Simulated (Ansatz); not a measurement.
# Hf2TiB2: the cost of one run

Method: DFT PBE, scalar-relativistic, plane waves, PAW, in Ansatz 0.2.0.

## (1) The system as given

The structure is trigonal, space group P-3m1 (No. 164). Conventional cell: a = 3.772 Å, b = 3.772 Å, c = 6.215 Å, α = 90.00°, β = 90.00°, γ = 120.00°. Around Hf (site symmetry 3m) lie 4 B at 2.24 to 2.30 Å. Ti (site symmetry -3m) is surrounded by 6 B at 2.71 Å. Around B (site symmetry 3m) lie 4 Hf at 2.24 to 2.30 Å and 3 Ti at 2.71 Å.

Structure file:

```xyz
5
Lattice="3.7715 0.0000 0.0000 -1.8858 3.2662 0.0000 0.0000 0.0000 6.2151" Properties=species:S:1:pos:R:3 pbc="T T T"
Hf    0.0000    2.1775    3.8533
Hf    1.8858    1.0887    2.3617
Ti    0.0000    0.0000    0.0000
B     0.0000    2.1775    1.6159
B     1.8858    1.0887    4.5992
```

Recipe of the guess: species swapped into a database cell of YbMn2As2 (P-3m1, No. 164), with Ti on the Yb sites, Hf on the Mn sites and B on the As sites. Its size is a rough estimate.

## (2) Probe: one point on a coarse mesh

The input, input.yaml:

```yaml
crystal:
  lattice:
    - [3.77152462, 0.0, 0.0]
    - [-1.88576231, 3.26623613, 0.0]
    - [0.0, 0.0, 6.21507307]
  atoms:
    - { symbol: Hf, position: [0.33333333, 0.66666667, 0.62] }
    - { symbol: Hf, position: [0.66666667, 0.33333333, 0.38] }
    - { symbol: Ti, position: [0.0, 0.0, 0.0] }
    - { symbol: B, position: [0.33333333, 0.66666667, 0.25999999] }
    - { symbol: B, position: [0.66666667, 0.33333333, 0.74000001] }
basis:
  ecutwfc: 420
kpoints:
  mp_grid: { grid: [6, 6, 4] }
hamiltonian:
  xc: pbe
scf:
  occupations: { method: gaussian, width: 0.1 }
  lower_state_search: "off"
output:
  forces: true
  stress: true
  eigenvalues: true
```

Run with:

```sh
$ ansatz run input.yaml --threads 1 --pin off --max-ram 2560MiB --backend cpu --events-out ev --progress --plain --runs-dir out
```

Q: Estimate wall time and peak memory on 1 thread of Intel Xeon Platinum 8488C (Sapphire Rapids), shared host.

About 3.5 s, with a peak of 0.45 GiB.
